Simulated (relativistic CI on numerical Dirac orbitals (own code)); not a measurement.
# Pb⁴⁸⁺: how the levels respond to the fine-structure constant and the nuclear radius

How sensitive are the low transitions of Pb⁴⁸⁺ to a change of α? Wanted is q = dE/dx with x = (α/α0)² − 1, and the field-shift factor by the mean square nuclear radius, for the lowest 30 levels.

Method: Dirac-Coulomb-Breit CI, KLI orbitals optimised for each configuration, derivatives by finite differences. Code: relativistic CI on numerical Dirac orbitals (own code) version 4.

## 1. Starting point

* ion: Pb⁴⁸⁺ (Pb XLIX)
* nuclear charge: 82
* electrons: 34
* isotope: A = 208
* first configuration: [Ar] 3d10 4s2 4p4

Outer shells as boxes (Hund's rule):

[Ar] 3d10 4s2 4p4
```
[Ar] core
3d [↑↓][↑↓][↑↓][↑↓][↑↓]
4s [↑↓]
4p [↑↓][↑ ][↑ ]
```

## 2. Levels and derivatives

Settings of the run:

```ini
atom Pb  Z=82  charge=48  electrons=34
nucleus A=208  rms_radius_fm=5.5012
hamiltonian dirac-coulomb  breit=on  qed=off  c_scale=1
orbitals kli  potential=per-configuration
slater_scale 1
correlation none
mixing on
configurations
  [Ar] 3d10 4s2 4p4
  [Ar] 3d10 4s 4p5
  [Ar] 3d10 4s2 4p3 4d
  [Ar] 3d10 4p6
  [Ar] 3d10 4s2 4p3 4f
  [Ar] 3d10 4s 4p4 4d
  [Ar] 3d10 4s 4p4 4f
end
derivatives alpha2 +-0.01 radius +-1%
```

Started as:

```console
$ python run_levels.py task.json out
```

The settings of every run stand in task.json; they run in order.

What does the calculation give? Wanted: lowest level; largest q in size, lowest 30 levels; largest K in size within the lowest configuration; largest field-shift factor among them.

As calculated:

```
                                         quantity                               value
                                     lowest level                   4p4 [4p3/2^2] J=2
              largest q in size, lowest 30 levels  3.379e+06 cm⁻¹ (4p4 [4p3/2^4] J=0)
largest K in size within the lowest configuration                      2.60 (4p4 3P1)
            largest field-shift factor among them     -4.46e+03 GHz/fm² (4s 4p5 3P°2)
```

In words: Among these levels the largest q belongs to 4p4 [4p3/2^4] J=0, within the lowest configuration. K = 2q/E, the relative sensitivity of a level, hangs on the computed energy: between configurations that lie close it can be off by a factor of several.
